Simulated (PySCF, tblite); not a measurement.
# C6H6O3: dynamics, then NMR shifts on frames, part 1 of 2

Aim: move C6H6O3 (`COC(=O)C1=CCC1=O`) away from its starting geometry and see how NMR shifts follow the geometry.

Computed with tblite 0.8.0 and PySCF 2.14.0, with density-fitted response routines of our own, on a single molecule in the gas phase. Atoms are numbered from 0 throughout.

## Step 1: The starting structure

15 atoms, charge 0, multiplicity 1; geometry from: GFN2-xTB.

Bonds of the start (Å): C0–O1 1.42, O1–C2 1.33, C2–O3 1.21, C2–C4 1.47, C4–C5 1.35, C5–C6 1.51, C6–C7 1.55, C7–O8 1.19, C7–C4 1.49, C0–H9 1.09, C0–H10 1.09, C0–H11 1.09, C5–H12 1.07, C6–H13 1.09, C6–H14 1.09.

## Step 2: Dynamics with GFN2-xTB

What the job is given:

```
{"job": {"kind": "md", "xc": "GFN2-xTB", "basis": "xTB", "temperature": 600, "steps": 2000, "every": 50, "frames": 5}, "charge": 0, "multiplicity": 1}
C      2.944688     0.204846    -0.316600
O      1.554219     0.464070    -0.204839
C      0.770047    -0.597547    -0.014325
O      1.166983    -1.734087     0.066872
C     -0.648345    -0.209044     0.085685
C     -1.778168    -0.922821     0.274600
C     -2.706836     0.262297     0.240731
C     -1.406957     1.073202     0.023828
O     -1.160710     2.228025    -0.125163
H      3.316348    -0.268376     0.594844
H      3.421510     1.169101    -0.470044
H      3.139359    -0.459615    -1.161177
H     -1.968638    -1.972045     0.405311
H     -3.236362     0.479011     1.167342
H     -3.411552     0.290973    -0.588975
```

Method: GFN2-xTB Langevin dynamics, gas phase.

Started as:

```console
> OMP_NUM_THREADS=1 python probes_run.py task.json out
```

This one command runs all jobs of the session in turn.

Output:

```text
t/fs     T/K      E/eV
    0.0   478.5   -763.00551
   25.0   251.1   -762.26974
   50.0   386.7   -762.42674
   75.0   426.1   -762.26519
  100.0   476.7   -762.45837
  125.0   365.7   -762.18483
  150.0   325.9   -762.14183
  175.0   571.5   -762.21242
  200.0   456.5   -761.99409
  225.0   520.7   -762.14201
  250.0   477.6   -762.07140
  275.0   443.5   -762.05071
  300.0   672.4   -762.35286
  325.0   488.1   -762.15702
  350.0   393.6   -762.19048
  375.0   523.5   -762.20774
  400.0   398.0   -761.99687
  425.0   621.4   -762.13972
  450.0   603.5   -762.12960
  475.0   484.4   -761.93142
  500.0   512.8   -761.84861
  525.0   761.5   -762.02749
  550.0   751.4   -761.89921
  575.0   759.5   -761.79991
  600.0   617.3   -761.26048
  625.0  1000.4   -761.89682
  650.0   780.8   -761.54943
  675.0   804.6   -762.00531
  700.0   957.5   -761.94127
  725.0   653.5   -761.65329
  750.0   873.7   -761.98968
  775.0   890.7   -762.10653
  800.0   702.1   -761.87868
  825.0   758.6   -761.81329
  850.0   738.1   -761.88792
  875.0   494.2   -761.59277
  900.0   551.9   -762.16982
  925.0   826.7   -762.25517
  950.0   562.4   -761.55926
  975.0   653.5   -761.77199
 1000.0   783.0   -762.10987
```

It took 13 s on 1 thread of Arm Neoverse V1, shared host.

Distance from the start (root mean square after alignment): 0 fs 0.00 Å, 200 fs 0.53 Å, 400 fs 0.38 Å, 600 fs 0.80 Å, 800 fs 0.84 Å, 1000 fs 1.05 Å.

Positions (Å) and forces (eV/Å) at 1000 fs:

```xyz
15

C     1.558    2.088    1.461    0.479    0.292    0.445
O     0.523    1.208    1.117   -0.495   -0.197    0.812
C     0.785    0.284    0.200   -1.554    0.628   -1.278
O     1.803    0.123   -0.404    0.541   -0.334    0.288
C    -0.574   -0.225   -0.215    0.497    1.276    0.192
C    -1.354   -1.196    0.212   -1.855   -0.986   -0.136
C    -2.585   -0.871   -0.714    1.365    1.331    2.269
C    -1.643    0.345   -1.112   -0.276   -3.864    0.090
O    -1.767    0.942   -2.105    0.417    2.538   -1.576
H     1.299    3.064    1.095   -0.200    0.638   -0.333
H     2.404    1.718    0.885    0.703    0.249    0.554
H     1.682    2.212    2.564    0.093   -0.678   -0.833
H    -1.160   -1.950    0.960   -0.221   -0.187   -0.306
H    -3.519   -0.506   -0.280    0.236   -0.211    0.494
H    -2.861   -1.570   -1.465    0.268   -0.496   -0.683
```

## Step 3: NMR shieldings: 250 fs, PBE0/pcSseg-1

What the job is given:

```
{"job": {"kind": "nmr", "xc": "PBE0", "basis": "pcSseg-1", "pop": false}, "charge": 0, "multiplicity": 1}
C      2.134100     0.145700    -1.327800
O      0.972700     0.474500    -0.605600
C      0.426500    -0.502800     0.019900
O      0.759800    -1.664000     0.067200
C     -0.993000    -0.109100     0.486000
C     -1.994000    -0.888600     0.833200
C     -3.126000     0.061300     0.439400
C     -1.856500     0.977400     0.109700
O     -1.692600     2.110400    -0.129200
H      2.314600    -0.983500    -1.412700
H      2.850300     0.717800    -0.844800
H      1.876700     0.625500    -2.354300
H     -2.031600    -1.883100     1.053300
H     -3.779500     0.501500     1.162500
H     -3.689900    -0.364600    -0.385300
```

With the program's defaults for keys left out, this is: GIAO PBE0/pcSseg-1 NMR shielding, non-relativistic, gas phase.

Output:

```text
coarse grid: 13496 points
cycle   1  E = -456.9557384927  dE =  1.970e+00  |g| = 1.112e+00  |ddm| = 3.705e+00
cycle   2  E = -456.2591132928  dE =  6.966e-01  |g| = 2.214e+00  |ddm| = 2.985e+00
cycle   3  E = -457.1707197028  dE = -9.116e-01  |g| = 2.972e-01  |ddm| = 2.284e+00
cycle   4  E = -457.1866073674  dE = -1.589e-02  |g| = 1.102e-01  |ddm| = 2.654e-01
cycle   5  E = -457.1884238817  dE = -1.817e-03  |g| = 3.588e-02  |ddm| = 7.231e-02
cycle   6  E = -457.1886667302  dE = -2.428e-04  |g| = 1.372e-02  |ddm| = 3.580e-02
cycle   7  E = -457.1886992890  dE = -3.256e-05  |g| = 4.388e-03  |ddm| = 1.227e-02
cycle   8  E = -457.1887027967  dE = -3.508e-06  |g| = 9.117e-04  |ddm| = 4.198e-03
final grid: 133104 points
cycle   9  E = -457.2748615045  dE = -8.739e-06  |g| = 1.597e-02  |ddm| = 3.074e-02
cycle  10  E = -457.2747477662  dE =  1.137e-04  |g| = 2.944e-02  |ddm| = 3.288e-02
cycle  11  E = -457.2749064820  dE = -1.587e-04  |g| = 3.127e-03  |ddm| = 2.333e-02
cycle  12  E = -457.2749082079  dE = -1.726e-06  |g| = 3.332e-04  |ddm| = 2.252e-03
cycle  13  E = -457.2749082243  dE = -1.639e-08  |g| = 1.388e-04  |ddm| = 3.113e-04
cycle  14  E = -457.2749082285  dE = -4.204e-09  |g| = 3.332e-05  |ddm| = 1.269e-04
cycle  15  E = -457.2749082287  dE = -1.845e-10  |g| = 1.734e-05  |ddm| = 4.332e-05
converged SCF energy = -457.2749082287

GIAO shielding tensors (ppm)
atom      isotropic    diamagn.    paramagn.     s11        s22        s33       span
  0 C      132.266     246.887    -114.621    101.484    120.718    174.597     73.112
  1 O      153.490     403.471    -249.981    -16.426    218.633    258.263    274.688
  2 C       22.917     251.443    -228.526    -73.448     66.316     75.882    149.330
  3 O      -61.224     404.391    -465.614   -312.799   -178.264    307.392    620.191
  4 C       37.315     253.343    -216.028    -52.484     63.092    101.336    153.820
  5 C       11.645     254.330    -242.685   -118.396    -18.997    172.328    290.724
  6 C      137.036     265.185    -128.149    111.545    143.754    155.809     44.264
  7 C        5.513     246.998    -241.485    -81.037     13.609     83.966    165.002
  8 O     -260.589     400.190    -660.779   -785.958   -305.521    309.712   1095.670
  9 H       24.733      27.209      -2.476     20.533     25.307     28.359      7.826
 10 H       28.722      29.881      -1.159     24.104     27.194     34.867     10.763
 11 H       26.514      27.071      -0.556     21.661     25.571     32.311     10.650
 12 H       23.602      34.621     -11.020     16.956     26.009     27.841     10.885
 13 H       29.043      29.917      -0.874     26.207     27.566     33.355      7.148
 14 H       28.545      30.822      -2.276     26.209     27.212     32.214      6.005
```

Run time: 26 s. Hardware: 1 thread of Arm Neoverse V1, shared host; peak memory 0.82 GiB.

The references, computed at this level on geometries of the same kind, shield at (ppm): 1H TMS 31.72, 13C TMS 186.9, 17O H2O 336.1. Their shielding less the atom's gives the shift. The references are single molecules in the gas phase, so shifts against H2O, NH3, PH3, H3PO4 or CFCl3 are not on the usual liquid scales and can be off by tens of ppm. Each atom is listed at this fixed geometry, with no averaging over motion; a spectrum would average atoms that exchange fast.

| atoms | environment | σ (ppm) | δ (ppm) |
| --- | --- | --- | --- |
| C7 | ketone carbonyl carbon | 5.5 | 181.4 |
| C5 | β carbon of a C=C–C=O unit | 11.6 | 175.3 |
| C2 | ester carbonyl carbon | 22.9 | 164.0 |
| C4 | α carbon of a C=C–C=O unit | 37.3 | 149.6 |
| C0 | methyl carbon bonded to O | 132.3 | 54.7 |
| C6 | sp3 CH2 α to a carbonyl | 137.0 | 49.9 |
| H12 | hydrogen on a β carbon of a C=C–C=O unit | 23.60 | 8.12 |
| H9 | hydrogen on a methyl carbon bonded to O | 24.73 | 6.98 |
| H11 | hydrogen on a methyl carbon bonded to O | 26.51 | 5.20 |
| H14 | hydrogen on an sp3 CH2 α to a carbonyl | 28.55 | 3.17 |
| H10 | hydrogen on a methyl carbon bonded to O | 28.72 | 3.00 |
| H13 | hydrogen on an sp3 CH2 α to a carbonyl | 29.04 | 2.67 |
| O8 | ketone oxygen | -260.6 | 596.7 |
| O3 | ester carbonyl oxygen | -61.2 | 397.3 |
| O1 | ester alkoxy oxygen | 153.5 | 182.6 |

Ring of atoms C4, C5, C6, C7: NICS(0) 3.7, NICS(1) -2.7, NICS(1)zz 0.4 ppm (means of both faces).

## Step 4: NMR shieldings: 425 fs, PBE0/pcSseg-1

What the job is given:

```
{"job": {"kind": "nmr", "xc": "PBE0", "basis": "pcSseg-1", "pop": false}, "charge": 0, "multiplicity": 1}
C      2.144300     0.622900    -0.870100
O      0.782400     0.413400    -0.810500
C      0.492800    -0.519900     0.080400
O      1.282500    -1.174300     0.694700
C     -0.998600    -0.442400     0.401300
C     -1.886800    -1.409100     0.837900
C     -3.057500    -0.480500     0.877800
C     -2.072100     0.623400     0.300600
O     -2.140700     1.679600    -0.176500
H      2.671200     0.189900     0.003100
H      2.325500     1.648800    -0.875400
H      2.347400     0.179800    -1.832300
H     -1.691000    -2.577100     0.978000
H     -3.409700    -0.131100     1.875200
H     -3.926200    -0.655600     0.191400
```

Level: GIAO PBE0/pcSseg-1 NMR shielding, non-relativistic, gas phase.

Output:

```text
coarse grid: 13496 points
cycle   1  E = -456.9594731001  dE =  1.816e+00  |g| = 1.106e+00  |ddm| = 3.715e+00
cycle   2  E = -456.2549708711  dE =  7.045e-01  |g| = 2.216e+00  |ddm| = 3.110e+00
cycle   3  E = -457.1748045173  dE = -9.198e-01  |g| = 2.897e-01  |ddm| = 2.427e+00
cycle   4  E = -457.1899289575  dE = -1.512e-02  |g| = 1.121e-01  |ddm| = 2.742e-01
cycle   5  E = -457.1918967224  dE = -1.968e-03  |g| = 3.353e-02  |ddm| = 7.509e-02
cycle   6  E = -457.1921130446  dE = -2.163e-04  |g| = 1.263e-02  |ddm| = 3.411e-02
cycle   7  E = -457.1921397503  dE = -2.671e-05  |g| = 4.580e-03  |ddm| = 1.150e-02
cycle   8  E = -457.1921435651  dE = -3.815e-06  |g| = 9.891e-04  |ddm| = 4.453e-03
final grid: 133104 points
cycle   9  E = -457.2788063724  dE = -3.099e-06  |g| = 1.662e-02  |ddm| = 2.953e-02
cycle  10  E = -457.2786823088  dE =  1.241e-04  |g| = 3.077e-02  |ddm| = 3.543e-02
cycle  11  E = -457.2788546659  dE = -1.724e-04  |g| = 3.162e-03  |ddm| = 2.564e-02
cycle  12  E = -457.2788564349  dE = -1.769e-06  |g| = 3.501e-04  |ddm| = 2.339e-03
cycle  13  E = -457.2788564538  dE = -1.887e-08  |g| = 1.377e-04  |ddm| = 2.999e-04
cycle  14  E = -457.2788564576  dE = -3.832e-09  |g| = 4.934e-05  |ddm| = 1.395e-04
cycle  15  E = -457.2788564581  dE = -4.254e-10  |g| = 1.717e-05  |ddm| = 4.770e-05
converged SCF energy = -457.2788564581

GIAO shielding tensors (ppm)
atom      isotropic    diamagn.    paramagn.     s11        s22        s33       span
  0 C      140.491     246.209    -105.718    111.447    127.430    182.596     71.149
  1 O      148.755     403.850    -255.095    -51.332    229.532    268.066    319.398
  2 C       21.451     251.795    -230.344    -73.430     61.485     76.298    149.728
  3 O      -77.442     404.048    -481.490   -335.533   -204.350    307.557    643.090
  4 C       18.075     257.273    -239.198    -81.507     56.234     79.499    161.006
  5 C        3.691     256.637    -252.947   -146.721      1.205    156.587    303.309
  6 C      127.348     264.521    -137.172     90.748    145.123    146.174     55.426
  7 C        6.667     246.546    -239.878    -77.351     14.571     82.782    160.133
  8 O     -223.323     400.920    -624.242   -708.185   -290.963    329.179   1037.363
  9 H       25.670      29.299      -3.628     21.135     26.845     29.031      7.896
 10 H       29.413      30.840      -1.428     24.957     28.081     35.200     10.243
 11 H       28.150      28.758      -0.607     22.551     26.637     35.264     12.714
 12 H       21.264      28.596      -7.332     16.996     22.515     24.281      7.284
 13 H       27.439      28.076      -0.637     25.344     26.008     30.965      5.620
 14 H       27.519      27.732      -0.212     24.713     26.385     31.460      6.747
```

Wall time 24 s (1 thread of Arm Neoverse V1, shared host); peak memory 0.88 GiB.

This run: δ C5 183.2, C7 180.3, C4 168.8, C2 165.5, H12 10.45, H9 6.05 ppm.

(Continued in part 2 of 2.)
